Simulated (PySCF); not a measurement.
# H3HoO3 (Ho(OH)3): the cost of one run

Method: several levels, as the steps say, no spin–orbit coupling; program: PySCF 2.14.0.

## (1) Where the work starts

7 atoms, charge 0, spin multiplicity 1.

Bond lengths: Ho1–O2 2.045 Å, Ho1–O4 2.045 Å, Ho1–O6 2.045 Å, O2–H3 0.965 Å, O4–H5 0.965 Å, O6–H7 0.965 Å. Angles: O2–Ho1–O4 120.0°, O2–Ho1–O6 120.0°, O4–Ho1–O6 120.0°, Ho1–O2–H3 179.4°, Ho1–O4–H5 179.4°, Ho1–O6–H7 179.4°.

Geometry (Å):

```mol
H3HoO3
  3D, bonds by distance, orders not assigned

  7  6  0  0  0  0  0  0  0  0999 V2000
   -0.0000   -0.0000    0.1126 Ho  0  0
    2.0444    0.0000    0.1389 O   0  0
    3.0089    0.0000    0.1621 H   0  0
   -1.0222    1.7705    0.1389 O   0  0
   -1.5045    2.6058    0.1621 H   0  0
   -1.0222   -1.7705    0.1389 O   0  0
   -1.5045   -2.6058    0.1621 H   0  0
  1  2  8  0
  1  4  8  0
  1  6  8  0
  2  3  8  0
  4  5  8  0
  6  7  8  0
M  END
```

Formal oxidation states: Ho +3. Each metal's 10 4f electrons lie in its core potential, so multiplicities, spins and levels count the valence alone. An earlier session relaxed this geometry at TPSS, Ho lcecp-1-SVP with ECP56, O def2-SVP, H def2-SVP (singlet, point group C3v).

At TPSS on the finer grid: E = -265.170492 Eh, HOMO -6.00 eV, LUMO -1.77 eV, Mulliken charge on Ho1 +0.96 e, largest force component 0.017 eV/Å. 

Levels to run: PBE; B3LYP; revPBE; PBE0; TPSS, TZVP. Hardware: 2 threads of Arm Neoverse V1, shared host.

## (2) PBE

The input, run.py (the lines that set the calculation):

```python
mol = gto.M(atom='''
Ho     0.00000     0.00000     0.11257
O      2.04437     0.00001     0.13890
H      3.00893     0.00001     0.16214
O     -1.02219     1.77047     0.13890
H     -1.50448     2.60580     0.16214
O     -1.02218    -1.77048     0.13890
H     -1.50445    -2.60581     0.16214''',
    basis={'Ho': 'lcecp-1-SVP', 'O': 'def2-SVP', 'H': 'def2-SVP'},
    ecp={'Ho': 'lcecp-1-SVP'},
    charge=0, spin=0)
mf = dft.RKS(mol, xc='PBE')
mf.grids.atom_grid = (75, 302)  # f atoms: unpruned, at least (60, 302)
mf = mf.density_fit()  # fitting sets: Ho AutoAux, O def2-universal-JKFIT, H def2-universal-JKFIT
mf.conv_tol = 1e-08; mf.max_cycle = 55
mf.kernel(dm0)  # dm0: the density of the relaxed state
```

Started as:

```
$ OMP_NUM_THREADS=2 python run.py
```

**Question.** How long does this run take on 2 threads of Arm Neoverse V1, shared host?

About 5.3 s.
